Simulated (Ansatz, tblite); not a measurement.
**RuO3S (RuSO₃): one state, many levels**

How do method and basis change the picture of RuO3S (RuSO₃) (singlet)?

The runs use Ansatz 0.2.0, Gaussian basis; as each input shows.

Plan: GFN1-xTB, GFN2-xTB, PBE-D4/def2-TZVP, r2SCAN-D4/def2-TZVP, r2SCANh-D4/def2-TZVP, B97M-V/def2-TZVP, HF/def2-TZVP, PBE-QIDH/def2-TZVP, ωB97M-V/def2-TZVP, LDA/def2-TZVP, BHLYP-D4/def2-TZVP, LC-ωPBE(0.10)/def2-TZVP, LC-ωPBE(0.15)/def2-TZVP, LC-ωPBE(0.20)/def2-TZVP, LC-ωPBE(0.30)/def2-TZVP, PBE-D4/def2-SVP, PBE0-D4/def2-SVP, CCSD(T)/def2-TZVPP, MP2/def2-TZVP, RPA/def2-TZVP.

1 further run of the same task is left out (set aside as unsound or not needed). Runs told in other sessions of the task aren't counted.

### Step 1. The structure

The geometry is that of the singlet, from an earlier relaxation (B3LYP-D4/def2-SVP).

5 atoms, charge 0, spin multiplicity 1.

Bond lengths: Ru1–O2 1.684 Å, Ru1–O3 1.684 Å, Ru1–O4 1.684 Å, Ru1–S5 2.100 Å. Angles: O2–Ru1–O3 110.1°, O2–Ru1–O4 110.1°, O2–Ru1–S5 108.8°, O3–Ru1–O4 110.1°, O3–Ru1–S5 108.8°, O4–Ru1–S5 108.8°.

As a file:

```xyz
5

Ru    0.0446    0.0768    0.0320
O     0.0460    0.0416    1.7154
O     1.6249    0.0682   -0.5492
O    -0.7678    1.4451   -0.5184
S    -0.9476   -1.6316   -0.6798
```

Formally the metal is d0. Ru takes a core potential in the def2 sets. No spin-orbit coupling is included.

PBE0-D4/def2-TZVP was run before; its log isn't repeated, and its numbers join the tables.

### Step 2. GFN1-xTB

Tight binding, by tblite at 300 K electronic temperature and without a spin-polarisation term:

```python
tblite.interface.Calculator('GFN1-xTB', numbers, positions, charge=0, uhf=0).singlepoint()
```

Energy -570.2648 eV, HOMO -14.28 eV, LUMO -12.21 eV; 0.004 s.

### Step 3. GFN2-xTB

Tight binding, by tblite at 300 K electronic temperature and without a spin-polarisation term:

```python
tblite.interface.Calculator('GFN2-xTB', numbers, positions, charge=0, uhf=0).singlepoint()
```

Energy -501.8455 eV, HOMO -13.41 eV, LUMO -11.60 eV; 0.003 s.

### Step 4. PBE-D4/def2-TZVP

start.molden holds the orbitals of an earlier run on this state, given as this run's starting guess.

Input file in.yaml:

```yaml
crystal:
  periodic: [false, false, false]
  atoms:
    - {symbol: Ru, position_ang: [0.044577, 0.076755, 0.031977]}
    - {symbol: O, position_ang: [0.046024, 0.041576, 1.715419]}
    - {symbol: O, position_ang: [1.624883, 0.068150, -0.549203]}
    - {symbol: O, position_ang: [-0.767833, 1.445083, -0.518371]}
    - {symbol: S, position_ang: [-0.947641, -1.631554, -0.679823]}
basis:
  gaussian: {orbitals: def2-TZVP, initial_orbitals: start.molden}
hamiltonian: {xc: pbe, dispersion: d4}
scf: {omitted_lower_state_checks: [starts]}
output: {orbitals: {seedname: orbitals}}
```

Command:

```bash
ansatz run in.yaml --threads 4 --pin off --events-out ev --progress --plain --max-ram 3916MiB
```

Further steps of the session: r2SCAN-D4/def2-TZVP; r2SCANh-D4/def2-TZVP; B97M-V/def2-TZVP; HF/def2-TZVP; PBE-QIDH/def2-TZVP; ωB97M-V/def2-TZVP; LDA/def2-TZVP; BHLYP-D4/def2-TZVP; LC-ωPBE(0.10)/def2-TZVP; LC-ωPBE(0.15)/def2-TZVP; LC-ωPBE(0.20)/def2-TZVP; LC-ωPBE(0.30)/def2-TZVP; PBE-D4/def2-SVP; PBE0-D4/def2-SVP; CCSD(T)/def2-TZVPP; MP2/def2-TZVP; RPA/def2-TZVP.

Before running them: what should the planned runs give, taken together? Wanted: gap in def2-TZVP, named functionals and Hartree-Fock, smallest and largest; gap over the ω; correlation energy, CCSD(T)/def2-TZVPP; correlation energy, MP2/def2-TZVP; binding an atom, functionals in def2-TZVP; PBE0 total energy, smallest basis above largest.

As calculated:

| quantity | value |
| --- | --- |
| gap in def2-TZVP, named functionals and Hartree-Fock, smallest and largest | 2.13 eV (PBE-D4), 8.94 eV (HF) |
| gap over the ω (1/bohr) | 4.93 eV at 0.1, 7.54 eV at 0.3 |
| correlation energy, CCSD(T)/def2-TZVPP | -48.82 eV |
| correlation energy, MP2/def2-TZVP | -49.36 eV |
| binding an atom, functionals in def2-TZVP | 2.40 (BHLYP-D4) to 5.15 eV (LDA) |
| PBE0 total energy, smallest basis above largest | 12.14 eV (def2-SVP, def2-TZVP) |

Over the named functionals and Hartree-Fock in def2-TZVP the gap runs from 2.13 eV (PBE-D4) to 8.94 eV (HF); exact exchange widens it. Raising the ω (1/bohr) from 0.1 to 0.3 moves the HOMO by -1.70 eV and the LUMO by +0.91 eV. Notes on CCSD(T)/def2-TZVPP and its Hartree-Fock reference, which MP2 shares: restricted state is unstable towards broken spin symmetry.
